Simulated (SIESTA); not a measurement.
Runs of SIESTA 5.4.2 on Ta5C4. The cell holds a slab with vacuum, 9 atoms: a = 3.149 Å, b = 3.149 Å, c = 25.286 Å, α = 90.00°, β = 90.00°, γ = 120.00°. 

```csv
level,potentials or basis,gap on the mesh (eV),largest force (eV/Å)
PBE,"PseudoDojo 0.4 standard (PBE files), DZP (energy shift 0.003 Ry; two zetas on semicore shells)",none,1.49
PBE,"PseudoDojo 0.4 standard (PBE files), SZP (energy shift 0.003 Ry)",none,(a)
PBE,"PseudoDojo 0.4 standard (PBE files), TZP (energy shift 0.003 Ry; two zetas on semicore shells)",none,1.56
vdW-DF,"PseudoDojo 0.4 standard (PBE files), DZP (energy shift 0.003 Ry; two zetas on semicore shells)",none,(b)
PBE,"PseudoDojo 0.4 standard (PBE files), DZ (energy shift 0.003 Ry; two zetas on semicore shells)",none,1.40
PBE,"PseudoDojo 0.4 standard (PBE files), TZDP (energy shift 0.003 Ry; two zetas on semicore shells)",none,1.55
PBE,"PseudoDojo 0.4 standard (PBE files), DZDP (energy shift 0.003 Ry; two zetas on semicore shells)",none,1.51
PBE,"PseudoDojo 0.4 standard (PBE files), SZ (energy shift 0.003 Ry)",none,1.49
```

Alike in all rows: task single point; no spin polarisation; cell as given; k mesh 7 × 7 × 1; smearing fermi-dirac 0.05 eV; grid cutoff 800 Ry; energy shift 0.003 Ry.

Problem. Estimate the missing entries.

Solution. (a) 1.54; (b) 1.39.

Caveats: the basis of atomic orbitals isn't converged, which shifts pressures, moduli and gaps; the basis has no polarisation orbitals (some runs); the potentials were made for another functional, which shifts forces and pressure (some runs).

A k mesh can miss the band edges, and the runs leave out spin-orbit coupling on Ta.

A gap of «none» marks a metal or a gap under the smearing width.
